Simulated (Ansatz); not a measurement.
# GaHNP: the cost of one run

Computed with Ansatz 0.2.0, Gaussian basis. Level: cc-pVTZ, core rule «outside noble gas», up to 20 orbitals frozen.

Plan: UHF; CCSD(T) on RHF; CCSD(T) on UHF; BCCD(T) on RHF; CCSDT(Q) on RHF.

## Step 1: The system

The geometry is a PBE0/def2-TZVP stationary point (not a proven minimum). No spin-orbit coupling is included. The filled d shell of Ga may be among the frozen orbitals whatever the setting's name suggests.

4 atoms, charge 0, spin multiplicity 1.

Atoms are counted from 1 here; the program's logs count them from 0.

Bond lengths: N1–Ga2 1.742 Å, N1–H4 1.022 Å, Ga2–P3 2.164 Å. Angles: Ga2–N1–H4 114.1°, N1–Ga2–P3 171.3°.

## Step 2: UHF

in.yaml reads:

```yaml
crystal:
  periodic: [false, false, false]
  atoms:
    - {symbol: N, position_ang: [-0.000001, -0.314819, 1.272006]}
    - {symbol: Ga, position_ang: [-0.000063, -0.094150, -0.455975]}
    - {symbol: P, position_ang: [-0.000017, -0.148689, -2.619423]}
    - {symbol: H, position_ang: [0.000080, 0.557658, 1.803392]}
basis:
  gaussian: {orbitals: cc-pVTZ}
magnetization: {spin_polarized: true, initial_magnetization: 0}
hamiltonian: {xc: hf}
output: {orbitals: {seedname: orbitals}}
```

Launch:

```console
> ansatz run in.yaml --threads 1 --pin off --events-out ev --progress --plain --max-ram 3968MiB --backend cpu
```

Q: Estimate wall time and peak memory on 1 thread of AMD EPYC 7R13, shared host.

About 48 s, with a peak of 0.49 GiB.
